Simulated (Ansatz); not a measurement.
A run of Ansatz 0.2.0 is set up as follows.

The input input.yaml:

```yaml
crystal:
  lattice:
    - [3.05413, 0.0, 0.0]
    - [-1.52707, 2.64496, 0.0]
    - [0.0, 0.0, 5.82802]
  atoms:
    - { symbol: Al, position: [0.008601, 0.018711, 0.004997] }
    - { symbol: In, position: [0.01233, 0.001839, 0.506879] }
hamiltonian:
  xc: pbe
  pseudopotentials: { kind: paw }
kpoints:
  mp_grid: { grid: [10, 10, 5] }
scf:
  occupations: { method: fermi_dirac, width: 0.05 }
output:
  forces: true
  stress: true
  eigenvalues: true
```

Potentials or basis: Ansatz PAW.

Command:

```sh
$ ansatz run input.yaml --threads 2 --pin off --max-ram 5632MiB --backend cpu --events-out ev --progress --plain --runs-dir out
```

(1) What does it give for the band gap on the k mesh?

(2) What does it give for the pressure?

(3) Predict the largest force.

Results:

(1) none (metal or under the smearing width).

(2) -0.1 GPa.

(3) 0.034 eV/Å.
